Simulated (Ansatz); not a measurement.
Task: a comparison of functionals at one structure of YZr, space group P-6m2, with the Python package of Ansatz (0.2.0). Give the script and its output. Settings (first run): BLYP, PAW, cutoff 503 eV, 10×10×6 k-points, cold smearing of 0.1 eV. The script varies functional: blyp, r2scan, lda.

```yaml
crystal:
  lattice:
    - [3.42358, 0.00000, 0.00000]
    - [-1.71179, 2.96491, 0.00000]
    - [0.00000, 0.00000, 5.40259]
  atoms:
    - { symbol: Y, position: [0.66667, 0.33333, 0.50000] }
    - { symbol: Zr, position: [0.33333, 0.66667, 0.00000] }
```

`yzr_xc.py`
```python
import warnings

import ansatz as az


def main() -> None:
    warnings.simplefilter("ignore", az.DeckWarning)

    structure = (
        az.Lattice.from_parameters(3.423583, 3.423583, 5.402587, alpha=90, beta=90, gamma=120)
        .space_group(187)
        .atom("Y", [2 / 3, 1 / 3, 0.5])
        .atom("Zr", [1 / 3, 2 / 3, 0.0])
    )

    setup = (
        structure.calculation()
        .basis(37 * az.Ry)
        .kpoints(spacing=0.22)
        .occupations(az.OccupationsMethod.COLD, width=0.1)
        .scf(tolerance=1e-09)
    )

    rows = []
    for value in ["blyp", "r2scan", "lda"]:
        r = setup.functional(value).run().report
        rows.append((value, r["free_energy_ev"] / len(r["lattice"]["sites"]), r["n_iterations"], r["n_kpoints"]))

    print("  functional   F/atom (eV)    iterations      k-points")
    for row in rows:
        print(f"{str(row[0]):>12s}  {row[1]:12.5f}  {row[2]:12d}  {row[3]:12d}")


if __name__ == "__main__":
    main()
```

```console
$ python yzr_xc.py
  functional   F/atom (eV)    iterations      k-points
        blyp   -4028.73043             8            56
      r2scan   -4027.24134             9            56
         lda   -3911.35725             7            56
```

Notes:
- The run is spin-unpolarised.
- BLYP can be off by several per cent in the lattices of metals, and by several GPa in the pressure at a fixed cell.
- This cell is a computed structure, which may not be the phase found in nature.
- Total energies of different functionals can't be compared; pressures, moments and gaps at this one structure can.
- Hardware and time: 15 s on 1 thread of Intel(R) Xeon(R) Processor @ 2.30GHz, on a shared host, peak memory 0.65 GiB.
